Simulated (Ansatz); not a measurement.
# ClH2InO: the cost of one run

All numbers are computed with Ansatz 0.2.0, driven from Python. Level of theory: B3LYP/def2-SVP.

## 1. Starting point

Bond lengths: O1–In2 1.936 Å, In2–Cl3 2.291 Å, O1–H4 0.958 Å, In2–H5 1.682 Å. Angles: O1–In2–Cl3 111.7°, O1–In2–H5 115.4°, Cl3–In2–H5 132.8°, In2–O1–H4 115.0°.

No structure file is read: the coordinates are typed or built in the script.

## 2. Script

run_freq.py

```python
"""Vibrations of ClH2InO."""

from dataclasses import dataclass
import itertools

import ansatz as az
from ase.data import atomic_numbers, covalent_radii
import numpy as np


@dataclass
class Settings:
    basis: str = "def2-SVP"
    xc: str = "B3LYP"


opts = Settings()

GEOMETRY = """
O    -1.30402    0.16541   -0.55154
In    0.50782    0.33240    0.10939
Cl    1.29181   -1.65134    0.94632
H    -1.68698   -0.70857   -0.46792
H     1.19136    1.86210   -0.03625
"""

molecule = az.Crystal.molecule()
for line in GEOMETRY.strip().splitlines():
    symbol, *xyz = line.split()
    molecule = molecule.atom(symbol, [float(v) for v in xyz])

base = molecule.calculation().basis(gaussian=opts.basis).functional(opts.xc)
symbols = [site.symbol for site in molecule.cartesian_sites]
start = np.array([site.position_ang for site in molecule.cartesian_sites], dtype=float)
def progress(event):
    if event["event"] == "relax_step":
        row = event["data"]
        print(f"step {row['step']:3d}  E = {row['lagrangian_ev']:.6f} eV  largest force component {row['allowed_force_max_ev_ang']:.4f} eV/A")


data = base.relax(force_tolerance=0.003).session().plan().execute(on_event=progress).report
end = np.array(data["positions_ang"])

# pairs closer than 1.2 times the sum of covalent radii, before or after
radius = [covalent_radii[atomic_numbers[s]] for s in symbols]
span = lambda where, i, j: np.linalg.norm(where[i] - where[j])
bonded = [(i, j) for i, j in itertools.combinations(range(len(symbols)), 2) if min(span(start, i, j), span(end, i, j)) < 1.2 * (radius[i] + radius[j])]
print("pair        before    after (A)")
for i, j in bonded:
    print(f"{symbols[i]}{i}-{symbols[j]}{j}".ljust(10), f"{span(start, i, j):8.4f} {span(end, i, j):8.4f}")

# frequencies need a stationary point, so they are taken at the relaxed geometry
minimum = az.Crystal.molecule()
for symbol, place in zip(symbols, end):
    minimum = minimum.atom(symbol, place.tolist())
vibrating = (
    minimum.calculation()
    .basis(gaussian=opts.basis)
    .functional(opts.xc)
    .phonons(temperatures=(200, 600, 100))
)
vib = vibrating.run().report["vibrations"]
sums = vib["harmonic_sums"]
modes = [m["omega_inv_cm"] for m in sums["modes_at_gamma"] if m["rigid_motion"] == "no"]
for number, w in enumerate(modes, start=1):
    print(f"mode {number:2d} {w:9.1f} 1/cm {w / 8065.544 * 1000:8.2f} meV")
print("imaginary modes:", sum(w < 0 for w in modes), " zero-point energy:", round(sums["zero_point_energy_ev"], 4), "eV")
print("T (K)   F_vib (eV)   S_vib (meV/K)   C_vib (meV/K)")
for row in zip(sums["temperatures_k"], sums["vibrational_free_energy_ev"], vib["entropy_ev_per_k"], vib["heat_capacity_ev_per_k"]):
    print(f"{row[0]:6.1f} {row[1]:11.4f} {1000 * row[2]:13.4f} {1000 * row[3]:15.4f}")

# all hydrogen replaced by deuterium
heavier = vibrating.phonons(masses={"H": 2.014102}).run().report["vibrations"]["harmonic_sums"]
print("deuterated (1/cm):", " ".join(f"{m['omega_inv_cm']:.0f}" for m in heavier["modes_at_gamma"] if m["rigid_motion"] == "no"))
print("zero-point energy falls by", round(sums["zero_point_energy_ev"] - heavier["zero_point_energy_ev"], 4), "eV")
```

## 3. Launch

Launch:

```console
$ python run_freq.py
```

What time and memory should one allow on 1 thread of Arm Neoverse V1, shared host?

About 2.1 min, with a peak of 0.22 GiB.
